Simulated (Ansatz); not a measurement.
# BCl2H3Si: ionisation energy by level of theory

Aim: the vertical ionisation energy of BCl2H3Si, as cation minus neutral at the neutral's geometry, on several levels, and how well −ε(HOMO) stands in for it.

The runs use Ansatz 0.2.0, Gaussian basis; unrestricted cation, the program's frozen cores in correlated methods.

The runs, in order: UKS PBE-D4/def2-TZVPP; UKS r2SCAN-D4/def2-TZVPP; UKS PBE0-D4/def2-TZVPP; UKS B3LYP-D4/def2-TZVPP; UKS wB97X-V/def2-TZVPP; UKS wB97M-V/def2-TZVPP; UKS B2PLYP/def2-TZVPP; UHF-CCSD(T)/def2-TZVPP; UHF-MP2/def2-QZVPP; extrapolation to the limit; then −ε(HOMO) from the neutral's earlier runs with LDA (SPW92), PBE-D4, revPBE-D4, BLYP-D4, r2SCAN-D4, B97M-V, PBE0-D4, B3LYP-D4, r2SCANh-D4, r2SCAN0-D4, HSE06-D4, BHLYP-D4, CAM-B3LYP-D4, LC-ωPBE, ωB97X-V, ωB97M-V.

## 1. The geometry

An earlier PBE0-D4 in a triple-zeta def2 set relaxation fixed the geometry.

SMILES `[SiH3]B(Cl)Cl`, 7 atoms, charge 0, spin multiplicity 1.

Atoms are counted from 1 here; the program's logs count them from 0.

Bond lengths: Si1–B2 2.020 Å, Si1–H5 1.488 Å, Si1–H6 1.488 Å, Si1–H7 1.485 Å, B2–Cl3 1.745 Å, B2–Cl4 1.743 Å. Angles: B2–Si1–H5 108.8°, B2–Si1–H6 108.8°, B2–Si1–H7 111.9°, H5–Si1–H6 108.4°, H5–Si1–H7 109.5°, H6–Si1–H7 109.5°, Si1–B2–Cl3 119.4°, Si1–B2–Cl4 122.1°, Cl3–B2–Cl4 118.4°.

## 2. Cation, UKS PBE-D4/def2-TZVPP

File in.yaml:

```yaml
crystal:
  periodic: [false, false, false]
  atoms:
    - {symbol: Si, position_ang: [-0.091332, 0.859334, -0.236783]}
    - {symbol: B, position_ang: [0.169968, -1.076215, 0.277153]}
    - {symbol: Cl, position_ang: [-1.225959, -2.095901, 0.516284]}
    - {symbol: Cl, position_ang: [1.752880, -1.772393, 0.492387]}
    - {symbol: H, position_ang: [-0.845949, 0.917348, -1.517993]}
    - {symbol: H, position_ang: [-0.901632, 1.530105, 0.815667]}
    - {symbol: H, position_ang: [1.203423, 1.569722, -0.392516]}
basis:
  gaussian: {orbitals: def2-TZVPP}
total_charge: 1
magnetization: {spin_polarized: true, initial_magnetization: 1}
hamiltonian: {xc: pbe, dispersion: d4}
```

On the command line:

```bash
$ ansatz run in.yaml --threads 4 --pin off --events-out ev --progress --plain --max-ram 10444MiB
```

Log:

```text
Functional definition: PBE
  name "PBE"
  cite "Perdew, Burke & Ernzerhof, Phys. Rev. Lett. 77, 3865 (1996) doi:10.1103/PhysRevLett.77.3865"
  parent pbe
  parameter kappa = 0.804
  parameter beta = 0.06672455060314922
  exchange = pbe_x(kappa = kappa, mu = beta*pi^2/3)
  correlation = pbe_c(beta = beta)
1222 factors; their error is unknown
mean field evaluation 1: about -33621.1717 eV, gradient 2.8e1 eV
mean field evaluation 2: about -33611.8878 eV, gradient 4.9e1 eV
mean field evaluation 4: about -33624.9740 eV, gradient 8.9e0 eV
mean field evaluation 8: about -33625.5219 eV, gradient 1.0e-1 eV
mean field evaluation 16: about -33625.4901 eV, gradient 6.8e-4 eV
mean field evaluation 32: about -33625.3068 eV, gradient 3.5e0 eV
mean field -33625.49011447 eV, -1235.7139695310 hartree, gradient 5.7e-5 eV, S^2 0.751824; 6 other end points of the search recorded, 0 dependent functions left out
reference -33625.49015734 eV, -1235.7139711063 hartree; 28, 27 occupied and 171, 172 virtual orbitals, 1222 factors
Total energy: -33625.65379600 eV, -1235.7199847164 hartree
```

It took 6 s on 4 threads of Arm Neoverse V1, shared host; peak memory 0.37 GiB.

The neutral molecule at this level: -33635.7012 eV. Difference: 10.047 eV. ⟨S²⟩ = 0.752.

## 3. Cation, UKS r2SCAN-D4/def2-TZVPP

Changes to in.yaml since step 2:

```diff
@@ -14,2 +14,2 @@
 magnetization: {spin_polarized: true, initial_magnetization: 1}
-hamiltonian: {xc: pbe, dispersion: d4}
+hamiltonian: {xc: r2scan, dispersion: d4}
```

The command is unchanged.

Log (excerpt; [...] marks lines left out):

```text
Functional definition: r2SCAN
  name "r2SCAN"
  cite "Furness, Kaplan, Ning, Perdew & Sun, J. Phys. Chem. Lett. 11, 8208 (2020) doi:10.1021/acs.jpclett.0c02405"
  cite "Furness, Kaplan, Ning, Perdew & Sun, J. Phys. Chem. Lett. 11, 9248 (2020) doi:10.1021/acs.jpclett.0c03077"
  parent r2scan
[...]
1222 factors; their error is unknown
[...]
mean field -33638.03257605 eV, -1236.1748964923 hartree, gradient 4.0e-5 eV, S^2 0.754238; 4 other end points of the search recorded, 0 dependent functions left out
reference -33638.03258989 eV, -1236.1748970012 hartree; 28, 27 occupied and 171, 172 virtual orbitals, 1222 factors
Total energy: -33638.06961505 eV, -1236.1762576506 hartree
```

Run time: 11 s. Hardware: 4 threads of Arm Neoverse V1, shared host; peak memory 0.43 GiB.

Less the neutral's -33648.2848 eV (earlier run), this gives 10.215 eV. ⟨S²⟩ = 0.754.

## 4. Cation, UKS PBE0-D4/def2-TZVPP

Changes to in.yaml since step 3:

```diff
@@ -14,2 +14,2 @@
 magnetization: {spin_polarized: true, initial_magnetization: 1}
-hamiltonian: {xc: r2scan, dispersion: d4}
+hamiltonian: {xc: pbe0, dispersion: d4}
```

The command is unchanged.

Log:

```text
Functional definition: PBE0
  name "PBE0"
  cite "Adamo & Barone, J. Chem. Phys. 110, 6158 (1999) doi:10.1063/1.478522"
  cite "Perdew, Burke & Ernzerhof, Phys. Rev. Lett. 77, 3865 (1996) doi:10.1103/PhysRevLett.77.3865"
  parent pbe
  parameter a = 0.25
  parameter kappa = 0.804
  parameter beta = 0.06672455060314922
  exchange = (1 - a)*pbe_x(kappa = kappa, mu = beta*pi^2/3) + a*exact_x
  correlation = pbe_c(beta = beta)
1287 factors; their error is unknown
mean field evaluation 1: about -33626.5783 eV, gradient 1.7e1 eV
mean field evaluation 2: about -33626.3601 eV, gradient 1.9e1 eV
mean field evaluation 4: about -33628.0598 eV, gradient 1.3e0 eV
mean field evaluation 8: about -33628.0702 eV, gradient 1.0e-1 eV
mean field evaluation 16: about -33628.1514 eV, gradient 1.5e-3 eV
mean field -33628.15141495 eV, -1235.8117705197 hartree, gradient 5.6e-5 eV, S^2 0.754599; 4 other end points of the search recorded, 0 dependent functions left out
reference -33628.15144682 eV, -1235.8117716908 hartree; 28, 27 occupied and 171, 172 virtual orbitals, 1287 factors
Total energy: -33628.29090990 eV, -1235.8168968646 hartree
```

It took 6.5 s on 4 threads of Arm Neoverse V1, shared host; peak memory 0.67 GiB.

Less the neutral's -33638.6822 eV (earlier run), this gives 10.391 eV. ⟨S²⟩ = 0.755.

## 5. Cation, UKS B3LYP-D4/def2-TZVPP

Changes to in.yaml since step 4:

```diff
@@ -14,2 +14,2 @@
 magnetization: {spin_polarized: true, initial_magnetization: 1}
-hamiltonian: {xc: pbe0, dispersion: d4}
+hamiltonian: {xc: {name: B3LYP}, dispersion: d4}
```

Launched as before.

Log (excerpt; [...] marks lines left out):

```text
Functional definition: B3LYP
  name "B3LYP"
  cite "Stephens, Devlin, Chabalowski & Frisch, J. Phys. Chem. 98, 11623 (1994) doi:10.1021/j100096a001"
  cite "Becke, Phys. Rev. A 38, 3098 (1988) doi:10.1103/PhysRevA.38.3098"
  cite "Lee, Yang & Parr, Phys. Rev. B 37, 785 (1988) doi:10.1103/PhysRevB.37.785"
  cite "Vosko, Wilk & Nusair, Can. J. Phys. 58, 1200 (1980) doi:10.1139/p80-159"
[...]
1263 factors; their error is unknown
[...]
mean field -33642.27321059 eV, -1236.3307369373 hartree, gradient 3.4e-5 eV, S^2 0.753552; 4 other end points of the search recorded, 0 dependent functions left out
reference -33642.27349171 eV, -1236.3307472685 hartree; 28, 27 occupied and 171, 172 virtual orbitals, 1263 factors
Total energy: -33642.54324838 eV, -1236.3406606432 hartree
```

Wall time 6.5 s (4 threads of Arm Neoverse V1, shared host); peak memory 0.66 GiB.

Less the neutral's -33652.9349 eV (earlier run), this gives 10.392 eV. ⟨S²⟩ = 0.754.

## 6. Cation, UKS wB97X-V/def2-TZVPP

Changes to in.yaml since step 5:

```diff
@@ -14,2 +14,2 @@
 magnetization: {spin_polarized: true, initial_magnetization: 1}
-hamiltonian: {xc: {name: B3LYP}, dispersion: d4}
+hamiltonian: {xc: {name: wB97X-V}}
```

Launched as before.

Log (excerpt; [...] marks lines left out):

```text
Functional definition: wB97X-V
  name "wB97X-V"
  cite "Mardirossian & Head-Gordon, Phys. Chem. Chem. Phys. 16, 9904 (2014) doi:10.1039/C3CP54374A"
  cite "Becke, J. Chem. Phys. 107, 8554 (1997) doi:10.1063/1.475007"
  cite "Vydrov & Van Voorhis, J. Chem. Phys. 133, 244103 (2010) doi:10.1063/1.3521275"
[...]
      + integral(e_c_pw_opposite_spin*poly(b97_u_opposite, cos0, cos1)) + vv10(b, c)
1257 factors; their error is unknown
243 factors; integrals over basis functions are off by at most 3.2e-5 eV
[...]
mean field -33635.37478090 eV, -1236.0772243220 hartree, gradient 2.1e-5 eV, S^2 0.756292; 4 other end points of the search recorded, 0 dependent functions left out
reference -33635.37477894 eV, -1236.0772242503 hartree; 28, 27 occupied and 171, 172 virtual orbitals, 1257 factors
Total energy: -33635.37477894 eV, -1236.0772242503 hartree
```

It took 15 s on 4 threads of Arm Neoverse V1, shared host; peak memory 0.85 GiB.

Less the neutral's -33646.0078 eV (earlier run), this gives 10.633 eV. ⟨S²⟩ = 0.756.

## 7. Cation, UKS wB97M-V/def2-TZVPP

Changes to in.yaml since step 6:

```diff
@@ -14,2 +14,2 @@
 magnetization: {spin_polarized: true, initial_magnetization: 1}
-hamiltonian: {xc: {name: wB97X-V}}
+hamiltonian: {xc: {name: wB97M-V}}
```

Launched as before.

Log (excerpt; [...] marks lines left out):

```text
Functional definition: wB97M-V
  name "wB97M-V"
  cite "Mardirossian & Head-Gordon, J. Chem. Phys. 144, 214110 (2016) doi:10.1063/1.4952647"
  cite "Becke, J. Chem. Phys. 107, 8554 (1997) doi:10.1063/1.475007"
  cite "Vydrov & Van Voorhis, J. Chem. Phys. 133, 244103 (2010) doi:10.1063/1.3521275"
  # Of w^i u^j: cxij and so on, Table III.
[...]
  gx(w, u) = 1 - cx + cx01*u + cx10*w
  gss(w, u) = css00 + css04*u^4 + css10*w + css20*w^2 + css43*w^4*u^3
  gos(w, u) = cos00 + cos10*w + (cos20 + cos21*u)*w^2 + (cos60 + cos61*u)*w^6
[...]
      + integral(e_c_pw_mod_opposite_spin*gos(b97_w_opposite, b97_u_opposite)) + vv10(b, c)
1257 factors; their error is unknown
243 factors; integrals over basis functions are off by at most 3.2e-5 eV
[...]
mean field -33638.21358029 eV, -1236.1815482757 hartree, gradient 1.2e-5 eV, S^2 0.753597; 4 other end points of the search recorded, 0 dependent functions left out
reference -33638.21362871 eV, -1236.1815500550 hartree; 28, 27 occupied and 171, 172 virtual orbitals, 1257 factors
Total energy: -33638.21362871 eV, -1236.1815500550 hartree
```

It took 21 s on 4 threads of Arm Neoverse V1, shared host; peak memory 0.9 GiB.

Less the neutral's -33648.7860 eV (earlier run), this gives 10.572 eV. ⟨S²⟩ = 0.754.

## 8. Cation, UKS B2PLYP (frozen core)/def2-TZVPP

Changes to in.yaml since step 7:

```diff
@@ -14,2 +14,2 @@
 magnetization: {spin_polarized: true, initial_magnetization: 1}
-hamiltonian: {xc: {name: wB97M-V}}
+hamiltonian: {xc: {name: B2PLYP}}
```

The command is unchanged.

Log (excerpt; [...] marks lines left out):

```text
Functional definition: B2PLYP
  name "B2PLYP"
  cite "Grimme, J. Chem. Phys. 124, 034108 (2006) doi:10.1063/1.2148954"
  cite "Becke, Phys. Rev. A 38, 3098 (1988) doi:10.1103/PhysRevA.38.3098"
  cite "Lee, Yang & Parr, Phys. Rev. B 37, 785 (1988) doi:10.1103/PhysRevB.37.785"
[...]
1169 factors; integrals over basis functions are off by at most 6.5e-4 eV
[...]
mean field -33624.17774297 eV, -1235.6657407679 hartree, gradient 9.3e-6 eV, S^2 0.759447; 4 other end points of the search recorded, 0 dependent functions left out
16 core orbitals not correlated: weight in the atoms' cores, before any rotation towards them, 1.000 or more for the frozen orbitals, at most 0.000 for the correlated occupied ones
reference -33624.17792152 eV, -1235.6657473293 hartree; 12, 11 occupied and 171, 172 virtual orbitals, 1169 factors
second order -19.88576077 eV of doubles, -0.00000000 eV of singles
Total energy: -33629.54707692 eV, -1235.8630601512 hartree
```

It took 9 s on 4 threads of Arm Neoverse V1, shared host; peak memory 0.55 GiB.

The neutral molecule at this level: -33639.9727 eV. Difference: 10.426 eV. ⟨S²⟩ = 0.759.

## 9. Cation, UHF-CCSD(T)/def2-TZVPP

Changes to in.yaml since step 8:

```diff
@@ -14,2 +14,3 @@
 magnetization: {spin_polarized: true, initial_magnetization: 1}
-hamiltonian: {xc: {name: B2PLYP}}
+correlation: {method: ccsd_t}
+scf: {omitted_lower_state_checks: [cluster_reference]}
```

Launched as before.

Log (excerpt; [...] marks lines left out):

```text
Functional definition: HF
  name "HF"
  cite "Fock, Z. Phys. 61, 126 (1930) doi:10.1007/BF01340294"
  parent pbe
[...]
1169 factors; integrals over basis functions are off by at most 6.5e-4 eV
[...]
mean field -33581.56821563 eV, -1234.0998695200 hartree, gradient 1.7e-6 eV, S^2 0.768577; 3 other end points of the search recorded, 0 dependent functions left out
16 core orbitals not correlated: weight in the atoms' cores, before any rotation towards them, 1.000 or more for the frozen orbitals, at most 0.000 for the correlated occupied ones
reference -33581.56821563 eV, -1234.0998695200 hartree; 12, 11 occupied and 171, 172 virtual orbitals, 1169 factors
second order -15.89812236 eV of doubles, -0.00000000 eV of singles
cycle   1  -16.80434729 eV  change   -9.1e-1 eV  update   1.2e-1
[...]
cycle  14  -17.44058853 eV  change   -6.8e-6 eV  update   2.4e-5
perturbative correction -0.85121451 eV, -0.0312815561 hartree
Total energy: -33599.86001867 eV, -1234.7720808829 hartree
Checks for a lower state left out: cluster_reference
```

Run time: 2.4 min. Hardware: 4 threads of Arm Neoverse V1, shared host; peak memory 5.5 GiB.

Less the neutral's -33610.4328 eV (earlier run), this gives 10.573 eV. ⟨S²⟩ = 0.769. T1 = 0.023 (report).

## 10. Cation, UHF-MP2/def2-QZVPP

Changes to in.yaml since step 9:

```diff
@@ -11,6 +11,6 @@
 basis:
-  gaussian: {orbitals: def2-TZVPP}
+  gaussian: {orbitals: "def2-QZVPP.json"}
 total_charge: 1
 magnetization: {spin_polarized: true, initial_magnetization: 1}
-correlation: {method: ccsd_t}
+correlation: {method: mp2}
 scf: {omitted_lower_state_checks: [cluster_reference]}
```

The command is unchanged.

Log (excerpt; [...] marks lines left out):

```text
Functional definition: HF
  name "HF"
  cite "Fock, Z. Phys. 61, 126 (1930) doi:10.1007/BF01340294"
  parent pbe
[...]
2110 factors; integrals over basis functions are off by at most 8.4e-4 eV
[...]
mean field -33582.53573764 eV, -1234.1354252980 hartree, gradient 2.6e-6 eV, S^2 0.768945; 3 other end points of the search recorded, 0 dependent functions left out
16 core orbitals not correlated: weight in the atoms' cores, before any rotation towards them, 1.000 or more for the frozen orbitals, at most 0.000 for the correlated occupied ones
reference -33582.53573764 eV, -1234.1354252980 hartree; 12, 11 occupied and 329, 330 virtual orbitals, 2110 factors
second order -17.27306496 eV of doubles, -0.00000000 eV of singles
Total energy: -33599.80880260 eV, -1234.7701987272 hartree
Checks for a lower state left out: cluster_reference
```

Wall time 30 s (4 threads of Arm Neoverse V1, shared host); peak memory 1.6 GiB.

The neutral molecule at this level: -33610.5389 eV. Difference: 10.730 eV. ⟨S²⟩ = 0.769.

## 11. Extrapolating to the complete basis

No new run: Hartree-Fock is extrapolated as exp(−7.88√X) and correlation as X^−2.97, with X = 3 and 4; only MP2 was run in the larger set, so CCSD(T) minus MP2 is added from the smaller one.

```tsv
level	energy at the limit (eV)
HF	-33582.6690
MP2	-33600.9605
CCSD	-33602.5030
CCSD(T)	-33603.3542
```

The neutral's limit, from its own earlier runs, is -33614.1020 eV in the additive form (MP2 limit plus CCSD(T) minus MP2 in triple zeta), in which the cation has -33603.3542 eV.

## 12. The ladder

Differences are taken before rounding.

```tsv
method	ionisation energy (eV)	from CCSD(T)/CBS (eV)	time
PBE-D4	10.05	-0.70	7.6 s
r2SCAN-D4	10.22	-0.53	14 s
PBE0-D4	10.39	-0.36	8.4 s
B3LYP-D4	10.39	-0.36	9.5 s
ωB97X-V	10.63	-0.11	20 s
ωB97M-V	10.57	-0.18	28 s
B2PLYP	10.43	-0.32	12 s
HF/def2-TZVPP	10.19	-0.56	
MP2/def2-TZVPP	10.63	-0.11	
CCSD/def2-TZVPP	10.65	-0.10	
CCSD(T)/def2-TZVPP	10.57	-0.17	2.9 min
CCSD(T)/CBS	10.75	0	3.6 min
```

Among the levels timed on like hardware and quicker than the yardstick, those that no quicker one beats, quickest first: PBE-D4 (7.6 s, -0.70 eV); PBE0-D4 (8.4 s, -0.36 eV); B3LYP-D4 (9.5 s, -0.36 eV); B2PLYP (12 s, -0.32 eV); ωB97X-V (20 s, -0.11 eV).

Times add the cation's run and the neutral's; HF, MP2 and CCSD come out of the CCSD(T) runs.

Orbital estimates, from the neutral's runs:

```tsv
functional	−ε(HOMO) (eV)	by energy difference (eV)
LDA (SPW92)	7.22	
PBE-D4	7.11	10.05
revPBE-D4	7.07	
BLYP-D4	6.98	
r2SCAN-D4	7.41	10.22
B97M-V	7.52	
PBE0-D4	8.37	10.39
B3LYP-D4	8.16	10.39
r2SCANh-D4	7.86	
r2SCAN0-D4	8.56	
HSE06-D4	7.97	
BHLYP-D4	9.54	
CAM-B3LYP-D4	9.71	
LC-ωPBE	11.05	
ωB97X-V	10.71	10.63
ωB97M-V	10.49	10.57
```

## 13. Results

| quantity | value |
| --- | --- |
| ionisation energy, CCSD(T)/CBS | 10.75 eV |
| nearest functional by difference | ωB97X-V (-0.11 eV) |
| nearest −ε(HOMO) | ωB97X-V (-0.04 eV) |
| −ε(HOMO) of PBE | 7.11 eV |
| T1 of the cation | 0.023 |

In words: By cation minus neutral, the functionals miss by 0.70 eV at most. The PBE orbital energy is 3.6 eV too small: a semilocal HOMO is no ionisation energy. Among orbital estimates ωB97X-V comes nearest. Hartree-Fock falls 0.56 eV short, as the neutral has more correlation energy than the cation.

For cost: ωB97X-V gets within 0.11 eV in 20 s, where CCSD(T)/CBS took 3.6 min; the quickest level in the cost chart, PBE-D4, takes 7.6 s and misses by 0.70 eV.
